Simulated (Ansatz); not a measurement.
# In2GaAs3: the cost of one run

Method: DFT r2SCAN, scalar-relativistic, plane waves, PAW, in Ansatz 0.2.0.

3 further runs of the same task are left out: 3 set aside as unsound or not needed. Runs told in other sessions of the task aren't counted.

### 1 Starting point

It takes space group I-4m2 (No. 119, tetragonal). Conventional cell: a = 4.206 Å, b = 4.206 Å, c = 17.982 Å, α = 90.00°, β = 90.00°, γ = 90.00°. In (site symmetry 2mm) has 4 As at 2.62 to 2.63 Å in its first shell of neighbours. Around Ga (site symmetry -4m2) lie 4 As at 2.50 Å. As (site symmetry -4m2) has 4 In at 2.62 Å in its first shell of neighbours. As (site symmetry 2mm) is surrounded by 2 Ga at 2.50 Å and 2 In at 2.63 Å.

Structure file:

```cif
data_structure
_symmetry_space_group_name_H-M 'I-4m2'
_symmetry_Int_Tables_number 119
_cell_length_a 4.2065
_cell_length_b 4.2065
_cell_length_c 17.9820
_cell_angle_alpha 90.000
_cell_angle_beta 90.000
_cell_angle_gamma 90.000
_cell_volume 318.18
loop_
_atom_site_label
_atom_site_type_symbol
_atom_site_symmetry_multiplicity
_atom_site_Wyckoff_symbol
_atom_site_fract_x
_atom_site_fract_y
_atom_site_fract_z
_atom_site_occupancy
In1 In 4 e 0.00000 0.00000 0.33722 1
Ga1 Ga 2 a 0.00000 0.00000 0.00000 1
As1 As 2 d 0.50000 0.00000 0.25000 1
As2 As 4 f 0.00000 0.50000 0.07492 1
```

It goes back to an entry of the Materials Project, which need not be the stable form.

It is built from the cell relaxed beforehand with the same method (26.51 Å³/atom).

### 2 Zero of energy

The cell is repeated 2 times, 12 atoms in all. The reference gives a free energy of -59219.9707 eV, pressure -0.02 GPa, largest force 0.000 eV/Å and gap on the mesh 0.20 eV. It was computed beforehand with the settings of the runs below.

### 3 Setting up a stacking-fault curve

The cut lies on the cell's a–b face, a (0 0 1) plane of area 17.69 Å², between layers 1.35 Å apart (Ga below, As above); the cell is 18.0 Å thick. Vector c is tilted by f times 1·a − 1·b (length 5.949 Å) with the atoms' Cartesian places fixed: one unrelaxed fault per cell.

### 4 f = 0.167

Input file input.yaml:

```yaml
crystal:
  lattice:
    - [-4.2064631352, 0.0, 0.0]
    - [0.0, -4.2064631352, 0.0]
    - [-0.7012174046, 0.7012174046, 17.981993405]
  atoms:
    - { symbol: In, position: [0.3666784822, 0.6333215178, 0.7997691528] }
    - { symbol: In, position: [-0.0499715178, 0.0499715178, 0.2997691528] }
    - { symbol: In, position: [0.4791073478, 0.5208926522, 0.1253308472] }
    - { symbol: In, position: [-0.1042426522, 0.1042426522, 0.6253308472] }
    - { symbol: Ga, position: [0.422892915, 0.577107085, 0.46255] }
    - { symbol: Ga, position: [-0.160457085, 0.160457085, 0.96255] }
    - { symbol: As, position: [-0.118782085, 0.618782085, 0.71255] }
    - { symbol: As, position: [0.464567915, 0.035432085, 0.21255] }
    - { symbol: As, position: [0.4104036479, 0.0895963521, 0.5374706184] }
    - { symbol: As, position: [-0.0062463521, 0.5062463521, 0.0374706184] }
    - { symbol: As, position: [0.3520321821, 0.1479678179, 0.8876293816] }
    - { symbol: As, position: [-0.0646178179, 0.5646178179, 0.3876293816] }
basis:
  ecutwfc: 500
kpoints:
  mp_grid: { grid: [8, 8, 2] }
hamiltonian:
  xc: r2scan
scf:
  occupations: { method: gaussian, width: 0.03 }
output:
  forces: true
  stress: true
  eigenvalues: true
```

Command:

```bash
$ ansatz run input.yaml --threads 2 --pin off --max-ram 5120MiB --backend cpu --events-out ev --progress --plain --runs-dir out
```

**Question.** How long does this run take on 2 threads of AMD EPYC 9R45 (Zen 5), shared host, and how much memory does it need?

About 69 s, with a peak of 2.4 GiB.
